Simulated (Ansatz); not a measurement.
Crystal: WS.

```
W S
1.0
     3.00789    0.00000    0.00000
     0.00000    3.00789    0.00000
     0.00000    0.00000    3.00789
W S
1 1
Direct
  0.50000 0.50000 0.50000
  0.00000 0.00000 0.00000
```

The cell was built by a generator and needn't be a form met in nature.

| Item | Value |
| --- | --- |
| Program | Ansatz 0.2.0 |
| Task | relaxation of cell and atoms |
| Functional | PBEsol |
| Dispersion | D4 |
| Potentials or basis | Ansatz PAW |
| Cutoff | 420 eV (not typed: the program's choice for these potentials) |
| k mesh | 9 × 9 × 9 |
| Occupations | fermi-dirac, width 0.05 eV |
| Spin | no spin polarisation |

At the start: volume 13.61 Å³/atom.

Task: Where does the relaxation end?

Result: It ends after 5 steps and the volume is 13.00 Å³/atom (-4.5 %); space group Pm-3m (No. 221, to 0.05 Å).

The path:
```
step  energy change (eV)  largest force (eV/Å)  volume (Å³)
   1              0.0000                0.0000        27.21
   2             -0.0274                0.0000        25.27
   3             -0.0459                0.0000        26.06
   4             -0.0460                0.0000        26.00
   5             -0.0457                0.0000        26.00
```

Final structure:
```
CELL_PARAMETERS angstrom
2.96253 0.00000 0.00000
0.00000 2.96253 0.00000
0.00000 0.00000 2.96253
ATOMIC_POSITIONS crystal
W 0.50000 0.50000 0.50000
S 0.00000 0.00000 0.00000
```

Caveat: the plane-wave basis is chosen anew once the cell has moved, so the energies of steps on either side of that aren't comparable; pairwise dispersion overbinds metals, which lowers pressure and volume; the PAW data sets come from PBE, with cores solved anew for the run's functional, which leaves a small shift of forces and pressure.
